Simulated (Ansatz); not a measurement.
# C₄H₁₆N₄Sn: a ladder of functionals and wavefunction methods

The task here is to estimate one member of a computed series from the others.

Computed with Ansatz 0.2.0, Gaussian basis. Level: functionals in def2-TZVPP, the program's frozen cores in correlated methods.

Plan: LDA (SPW92), PBE-D4, revPBE-D4, BLYP-D4, r2SCAN-D4, B97M-V, PBE0-D4, B3LYP-D4, r2SCANh-D4, r2SCAN0-D4, HSE06-D4, BHLYP-D4, CAM-B3LYP-D4, LC-ωPBE, ωB97X-V, ωB97M-V, B2PLYP, PBE-QIDH; CCSD(T)/def2-SVP; CCSD(T)/def2-TZVPP; MP2/def2-QZVPP; extrapolation to the limit; RPA on PBE.

## Structure used throughout

An earlier PBE0-D4 in a triple-zeta def2 set relaxation fixed the geometry. Sn takes the def2 core potential; no spin-orbit term is included.

SMILES `C[NH][Sn]([NH]C)([NH]C)[NH]C`, 25 atoms, charge 0, spin multiplicity 1.

Atoms are counted from 1 here; the program's logs count them from 0.

Bond lengths: C1–N2 1.452 Å, C1–H10 1.094 Å, C1–H11 1.099 Å, C1–H12 1.095 Å, N2–Sn3 2.020 Å, N2–H13 1.010 Å, Sn3–N4 2.016 Å, Sn3–N6 2.022 Å, Sn3–N8 2.003 Å, N4–C5 1.450 Å, N4–H14 1.010 Å, C5–H15 1.095 Å, C5–H16 1.093 Å, C5–H17 1.100 Å, N6–C7 1.452 Å, N6–H18 1.010 Å, C7–H19 1.096 Å, C7–H20 1.099 Å and more. Angles: N2–C1–H10 109.5°, N2–C1–H11 114.8°, N2–C1–H12 110.5°, H10–C1–H11 107.2°, H10–C1–H12 106.7°, H11–C1–H12 107.8°, C1–N2–Sn3 119.4°, C1–N2–H13 111.7°, Sn3–N2–H13 114.5°, N2–Sn3–N4 105.1°, N2–Sn3–N6 112.5°, N2–Sn3–N8 113.9°, N4–Sn3–N6 118.1°, N4–Sn3–N8 105.5°, N6–Sn3–N8 101.8°, Sn3–N4–C5 120.7°, Sn3–N4–H14 113.7°, C5–N4–H14 112.4° and more.

Set-up of the first run:

File in.yaml:

```yaml
crystal:
  periodic: [false, false, false]
  atoms:
    - {symbol: C, position_ang: [-3.055994, 0.911896, -0.690009]}
    - {symbol: N, position_ang: [-1.723196, 0.962159, -1.262704]}
    - {symbol: Sn, position_ang: [-0.158090, 0.266833, -0.192146]}
    - {symbol: N, position_ang: [1.293097, -0.083859, -1.547607]}
    - {symbol: C, position_ang: [2.691102, -0.001019, -1.173306]}
    - {symbol: N, position_ang: [0.280059, 1.446430, 1.391149]}
    - {symbol: C, position_ang: [1.345545, 1.093192, 2.311446]}
    - {symbol: N, position_ang: [-0.500727, -1.496495, 0.695043]}
    - {symbol: C, position_ang: [-0.681893, -2.706399, -0.081735]}
    - {symbol: H, position_ang: [-3.211010, -0.059405, -0.211905]}
    - {symbol: H, position_ang: [-3.262170, 1.682339, 0.065960]}
    - {symbol: H, position_ang: [-3.814972, 1.001530, -1.474880]}
    - {symbol: H, position_ang: [-1.552239, 1.839799, -1.733089]}
    - {symbol: H, position_ang: [1.111077, 0.327344, -2.451757]}
    - {symbol: H, position_ang: [3.320974, -0.462123, -1.941619]}
    - {symbol: H, position_ang: [2.860414, -0.564346, -0.251521]}
    - {symbol: H, position_ang: [3.066694, 1.018979, -1.005213]}
    - {symbol: H, position_ang: [0.267115, 2.435944, 1.189179]}
    - {symbol: H, position_ang: [1.194056, 1.578084, 3.282732]}
    - {symbol: H, position_ang: [2.355017, 1.354471, 1.963544]}
    - {symbol: H, position_ang: [1.331308, 0.014871, 2.488235]}
    - {symbol: H, position_ang: [-1.097978, -1.455981, 1.507347]}
    - {symbol: H, position_ang: [-1.698693, -2.845183, -0.475219]}
    - {symbol: H, position_ang: [-0.001012, -2.692472, -0.936268]}
    - {symbol: H, position_ang: [-0.431484, -3.590891, 0.514743]}
basis:
  gaussian: {orbitals: def2-TZVPP}
hamiltonian: {xc: lda}
output: {orbitals: {seedname: orbitals}}
```

Command:

```bash
$ ansatz run in.yaml --threads 4 --pin off --events-out ev --progress --plain --max-ram 46080MiB --backend cuda --devices 0, --max-vram 37GiB
```

Steps of the session up to this table: LDA; PBE-D4 (GGA); revPBE-D4 (GGA); BLYP-D4 (GGA); r2SCAN-D4 (meta-GGA); B97M-V (meta-GGA); B3LYP-D4 (hybrid); r2SCANh-D4 (hybrid); r2SCAN0-D4 (hybrid); HSE06-D4 (hybrid); BHLYP-D4 (hybrid); CAM-B3LYP-D4 (range-separated); LC-ωPBE (range-separated); ωB97X-V (range-separated); ωB97M-V (range-separated); B2PLYP (double hybrid); PBE-QIDH (double hybrid).

One table of the session follows, with a row left open; its other results are not shown here.

It belongs to the step «Frontier levels by functional». 

```
  functional  HOMO (eV)  gap (eV)
 LDA (SPW92)      -4.90      3.63
      PBE-D4      -4.76      3.74
   revPBE-D4      -4.71      3.81
     BLYP-D4      -4.65      3.68
   r2SCAN-D4      -5.02      4.33
      B97M-V      -5.15      4.25
     PBE0-D4      -6.12      6.01
    B3LYP-D4      -5.90      5.48
  r2SCANh-D4      -5.53      5.17
  r2SCAN0-D4      -6.30      6.41
    HSE06-D4      -5.71      5.24
    BHLYP-D4      -7.41      8.08
CAM-B3LYP-D4      -7.51      8.30
     LC-ωPBE      -8.87     10.94
     ωB97X-V      -8.53     10.35
     ωB97M-V          ?         ?
```

Estimate the missing values for ωB97M-V.

As computed: HOMO (eV): -8.45; gap (eV): 9.88. In the column «HOMO (eV)» it lies between ωB97X-V (-8.53) and CAM-B3LYP-D4 (-7.51).
